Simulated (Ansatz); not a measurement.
# K4Te: the cost of one run

Method: DFT PBE, scalar-relativistic, plane waves, PAW, in Ansatz 0.2.0.

## 1. The structure to begin with

It takes space group P-43m (No. 215, cubic). The conventional cell has a = 6.040 Å, b = 6.040 Å, c = 6.040 Å, α = 90.00°, β = 90.00°, γ = 90.00°. K (site symmetry 3m) has 1 Te at 2.55 Å as nearest neighbours. Around Te (site symmetry -43m) lie 4 K at 2.55 Å.

Structure file:

```
CELL_PARAMETERS angstrom
6.04001 0.00000 0.00000
0.00000 6.04001 0.00000
0.00000 0.00000 6.04001
ATOMIC_POSITIONS crystal
K 0.24378 0.75622 0.75622
K 0.75622 0.24378 0.75622
K 0.75622 0.75622 0.24378
K 0.24378 0.24378 0.24378
Te 0.00000 0.00000 0.00000
```

Recipe of the guess: species swapped into a database cell of SnI4 (P-43m, No. 215), with Te on the Sn sites and K on the I sites. Lengths come from tabulated atomic sizes and are only a guess.

## 2. A first look at the guess

File input.yaml:

```yaml
crystal:
  lattice:
    - [6.04001033, 0.0, 0.0]
    - [0.0, 6.04001033, 0.0]
    - [0.0, 0.0, 6.04001033]
  atoms:
    - { symbol: K, position: [0.24378108, 0.75621892, 0.75621892] }
    - { symbol: K, position: [0.75621892, 0.24378108, 0.75621892] }
    - { symbol: K, position: [0.75621892, 0.75621892, 0.24378108] }
    - { symbol: K, position: [0.24378108, 0.24378108, 0.24378108] }
    - { symbol: Te, position: [0.0, 0.0, 0.0] }
basis:
  ecutwfc: 420
kpoints:
  mp_grid: { grid: [4, 4, 4] }
hamiltonian:
  xc: pbe
scf:
  occupations: { method: gaussian, width: 0.1 }
  lower_state_search: "off"
output:
  forces: true
  stress: true
  eigenvalues: true
```

Run with:

```
ansatz run input.yaml --threads 1 --pin off --max-ram 2048MiB --backend cpu --events-out ev --progress --plain --runs-dir out
```

What time and memory should one allow on 1 thread of Arm Neoverse V1, shared host?

About 6.9 s, with a peak of 0.38 GiB.
